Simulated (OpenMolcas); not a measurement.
# Au³⁺ among point charges: CASSCF and CASPT2 levels and susceptibility

Aim: the splitting of the states of Au³⁺ in the field of 6 point charges, its lowest levels with spin-orbit coupling and its magnetic susceptibility.

Method: state-averaged CASSCF and CASPT2, spin-orbit coupling by RASSI with atomic mean-field integrals. Code: OpenMolcas 26.06.

## (1) The atom as given

- Species: Au³⁺ (gold, Z = 79, 76 electrons)
- Basis: ANO-RCC-VDZP [7s6p4d2f], 59 functions
- Scalar Hamiltonian: DKH2, point nucleus
- Inactive shells: 1s 2s 2p 3s 3p 3d 4s 4p 4d 4f 5s 5p
- Active space: 8 electrons in 5 orbitals (5d)
- Some configurations of this space: 5d⁸
- Orbitals: optimised for each spin and parity, averaged over all roots

Outer shells as boxes (Hund's rule):

5d8
```
5d [↑↓][↑↓][↑↓][↑ ][↑ ]
```

The ion sits among 6 point charges of -1.7 e arranged as a tetragonal octahedron (D4h), 2.09 Å from the ion, with the axial distance 1.839 Å.

Each step is its own input file, run in one work folder so that later steps find the files of earlier ones. Labels, J, g values, rates, χT and fits are worked out afterwards by a script from the matrices that RASSI stores. The input lists half of the charges; inversion (Group=XYZ) makes the rest.

## (2) Basis and integrals

Input file a.inp:

```
&GATEWAY
Coord
1

Au 0.0 0.0 0.0
Basis=ANO-RCC-VDZP
Group=XYZ
NoMove
AngMom=0.0 0.0 0.0
AMFI
XField
3 Angstrom 0
2.090000 0.000000 0.000000 -1.700000
0.000000 2.090000 0.000000 -1.700000
0.000000 0.000000 1.839200 -1.700000
&SEWARD
```

On the command line:

```bash
OMP_NUM_THREADS=1 MOLCAS_MEM=1689 MOLCAS_PROJECT=a pymolcas a.inp > a.log
```

## (3) Reference wave functions, triplets of even parity, 10 roots

Input file a.inp:

```
&RASSCF
FileOrb=start.orb
Symmetry=1
Spin=3
nActEl=8 0 0
Inactive=15 19
Ras2=5 0
CIRoot=10 10 1
SDav=10
CIMx=300
Iter=120 100
PrWF=0.3
OrbListing=Nothing
MaxOrb=0
>>> COPY $Project.JobIph JOB001
```

start.orb holds the contracted functions of the basis, ordered by shell, or the orbitals of the step before.

## (4) Reference wave functions, singlets of even parity, 15 roots

Input file a.inp:

```
&RASSCF
FileOrb=start.orb
Symmetry=1
Spin=1
nActEl=8 0 0
Inactive=15 19
Ras2=5 0
CIRoot=15 15 1
SDav=15
CIMx=300
Iter=120 100
PrWF=0.3
OrbListing=Nothing
MaxOrb=0
>>> COPY $Project.JobIph JOB002
```

## (5) State interaction with spin-orbit coupling

Input file a.inp:

```
&RASSI
NrOfJobIphs=2 10 15
1 2 3 4 5 6 7 8 9 10
1 2 3 4 5 6 7 8 9 10 11 12 13 14 15
IphNames
JOB001
JOB002
EJob
SpinOrbit
DIPRint=1.0
SOCoupling=1000.0
Subsets=2
Property=9
'ANGMOM' 1 'ANGMOM' 2 'ANGMOM' 3 'MLTPL  1' 1 'MLTPL  1' 2 'MLTPL  1' 3
'AMFI' 1 'AMFI' 2 'AMFI' 3
SOProperty=3
'ANGMOM' 1 'ANGMOM' 2 'ANGMOM' 3
```

## (6) CASPT2: IPEA 0.25, imaginary shift 0.1 (closed shells correlated: 5s 5p)

Input file a.inp:

```
>>> COPY JOB001 $Project.JobIph
&CASPT2
Multistate=10 1 2 3 4 5 6 7 8 9 10
NoMult
Frozen=14 16
IPEA=0.25
Imaginary=0.1
MaxIter=60
WThr=0.0 0.3 0.05
PrWF=0.5
NoMix
>>> COPY JOB002 $Project.JobIph
&CASPT2
Multistate=15 1 2 3 4 5 6 7 8 9 10 11 12 13 14 15
NoMult
Frozen=14 16
IPEA=0.25
Imaginary=0.1
MaxIter=60
WThr=0.0 0.3 0.05
PrWF=0.5
NoMix
```

(Steps that only read results are left out.)

Q: Predict the outcome of this session. Wanted: spin-free ground state; first state of the same spin within the active space; lowest level; next level.

The runs gave:

```
                                            quantity                                                                        value
                                              method  SS-CASPT2, IPEA 0.25, imaginary shift 0.1 (closed shells correlated: 5s 5p)
                              spin-free ground state                                              3B1, 1-fold in its orbital part
first state of the same spin within the active space                                                             3B2 at 7650 cm⁻¹
                                        lowest level                                                                    1-fold B2
                                          next level                                                                   174.3 cm⁻¹
                                         χT at 300 K                                                               2.36 cm³ K/mol
                           effective moment at 300 K                                                                      4.35 μB
```

Cost by method:

| method | time of its own steps | time with the reference |
| --- | --- | --- |
| A. CASSCF | 4.9 s | 4.9 s |
| B. SS-CASPT2, IPEA 0.25, imaginary shift 0.1, +5s 5p | 1.8 s | 6.7 s |

Times are of one thread on a shared host.

**Reading.** The spin-free ground state (3B1) comes to 100 % from free-ion F terms and keeps the highest spin of the shell. χT at 300 K is 2.36, against 1.00 cm³ K/mol for the spin alone, so orbital moment adds to it. The field of point charges can differ much from that of real complexes. This is an electrostatic model: the charges have no orbitals.
